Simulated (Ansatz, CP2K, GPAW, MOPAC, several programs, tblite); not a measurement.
What each method gives for K3FO (antiperovskite)

Antiperovskite K3FO, relaxed with r2SCAN in Ansatz, was computed with several methods. It is cubic, Pm-3m (No. 221); conventional cell a = 5.057 Å, 25.86 Å³ an atom. F has 12 K at 3.58 Å; O has 6 K at 2.53 Å; K has 2 O at 2.53 Å and 4 F at 3.58 Å. All values are calculated for a non-magnetic cell, which may be hypothetical.

```cif
data_structure
_symmetry_space_group_name_H-M 'Pm-3m'
_symmetry_Int_Tables_number 221
_cell_length_a 5.0567
_cell_length_b 5.0567
_cell_length_c 5.0567
_cell_angle_alpha 90.000
_cell_angle_beta 90.000
_cell_angle_gamma 90.000
_cell_volume 129.30
loop_
_atom_site_label
_atom_site_type_symbol
_atom_site_symmetry_multiplicity
_atom_site_Wyckoff_symbol
_atom_site_fract_x
_atom_site_fract_y
_atom_site_fract_z
_atom_site_occupancy
F1 F 1 a 0.00000 0.00000 0.00000 1
O1 O 1 b 0.50000 0.50000 0.50000 1
K1 K 3 c 0.50000 0.50000 0.00000 1
```

Gaps and times are for a single point on this cell; volume and bulk modulus come from each method's own relaxation or energy curve at fixed shape. Times are rough, from shared hosts (Arm Neoverse V1), and each method has its own mesh and cell size. A dagger marks a closed or tiny gap in a crystal that DFT finds insulating: a failure of the method or a wrong SCF state. GFN1-xTB (tblite): levels, charges or heat of formation failed a check of plausibility, so no values are given. PM6 (MOPAC), PM7 (MOPAC), GFN1-xTB (tblite) treat a cluster of cells at its zone centre, which samples few k points: where these miss a band edge, the gap comes out too large for that reason alone. Gaps from k meshes are read at a limited set of points (mesh, symmetry points, PBE's band edges), so each method's own least gap may be somewhat smaller. xTB and the PM methods were fitted mostly to molecules, and can miss a solid's gap by electronvolts. Minimal bases can be far off for gaps. GLLB-SC's gap includes the derivative discontinuity. d marks a direct gap, i an indirect one (no mark: not told apart), a dash a value that wasn't computed or didn't pass its checks.

| method | kind | gap (eV) | own volume (Å³/atom) | bulk modulus (GPa) | atoms computed | processor time |
| --- | --- | --- | --- | --- | --- | --- |
| PM7 (MOPAC) | semi-empirical | 10.42 | – | – | 40 | 0.75 s |
| PM6 (MOPAC) | semi-empirical | 9.80 | – | – | 40 | 0.76 s |
| light PBE (260 eV, its own mesh) | light plane-wave | 0.76 d | – | – | 5 | 1.2 s |
| GFN1-xTB (tblite) | tight binding | – | – | – | 40 | 2 s |
| PBE | semilocal | 0.89 d | 26.99 | 20 | 5 | 5.2 s |
| r2SCAN | semilocal | 1.25 d | 25.86 | 23 | 5 | 14 s |
| PBE/SZV (CP2K) | small basis | 0.00† | – | – | 5 | 20 s |
| GLLB-SC (GPAW) | model potential | 5.09 | – | – | 5 | 32 s |
| PBE/DZVP (CP2K) | small basis | 0.78 d | 26.87 | 20 | 5 | 36 s |

Against r2SCAN (1.25 eV) and with closed or daggered gaps left aside, the nearest gap at the points sampled is that of PBE (-0.36 eV) and the farthest that of PM7 (MOPAC) (+9.17 eV). r2SCAN is only a yardstick of convenience: semilocal gaps usually lie below measured ones, which GLLB-SC and hybrids aim to mend.

Volumes against r2SCAN's: PBE +4.4 %, PBE/DZVP (CP2K) +3.9 %.

Runs without a result: GFN2-xTB (tblite) (single point).
